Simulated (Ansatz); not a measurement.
## NaBeH3, space group Pm-3m: a phonon calculation by linear response

Run with the Python package of Ansatz (0.2.0).

`POSCAR_nabeh3`
```text
NaBeH3
1.0
   3.34289200    0.00000000    0.00000000
   0.00000000    3.34289200    0.00000000
   0.00000000    0.00000000    3.34289200
Na Be H
1 1 3
Direct
   0.50000000    0.50000000    0.50000000
   0.00000000    0.00000000    0.00000000
   0.50000000    0.00000000    0.00000000
   0.00000000    0.50000000    0.00000000
   0.00000000    0.00000000    0.50000000
```

`nabeh3.py`:
```python
'''Zone-centre and zone-boundary phonons of NaBeH3 by linear response.'''

from pathlib import Path

import ansatz as az
from ase.io import read
import numpy as np

FILLING = 'fixed'
MESH = (6, 6, 6)

atoms = read('POSCAR_nabeh3', format='vasp')
xtal = az.Crystal.from_ase(atoms)

base = (
    xtal.calculation()
    .functional(az.Functional.LDA)
    .basis(35 * az.Ry)
    .occupations(FILLING)
    .kpoints(*MESH)
    .phonons('dfpt')
)
out = base.run(runs_dir='runs')
ph = out.phonons

print('Gamma modes (1/cm):', ' '.join(f'{w:.1f}' for w in ph.gamma_omega_inv_cm))
print('in meV:', ' '.join(f'{w * 0.1239842:.2f}' for w in ph.gamma_omega_inv_cm))
```

```console
$ python nabeh3.py
Gamma modes (1/cm): 0.0 0.0 0.0 180.9 180.9 180.9 392.1 392.1 392.1 880.4 880.4 880.4 1168.9 1168.9 1168.9
in meV: 0.00 0.00 0.00 22.43 22.43 22.43 48.61 48.61 48.61 109.16 109.16 109.16 144.92 144.92 144.92
```

What to keep in mind:
- The cell isn't relaxed first, so the values belong to this volume.
- No non-analytic term is added, so at the zone centre the longitudinal optical modes of a polar crystal aren't split off.
- This cell is a computed structure, which may not be the phase found in nature.
- The structure is taken as given; imaginary modes can come from an unrelaxed or unstable start.
- Run time: 7.2 s on 1 thread of Intel(R) Xeon(R) Platinum 8488C (Sapphire Rapids), on a shared host, peak memory 0.54 GiB.

(Lines on the test bed's own set-up are left out of the output.)
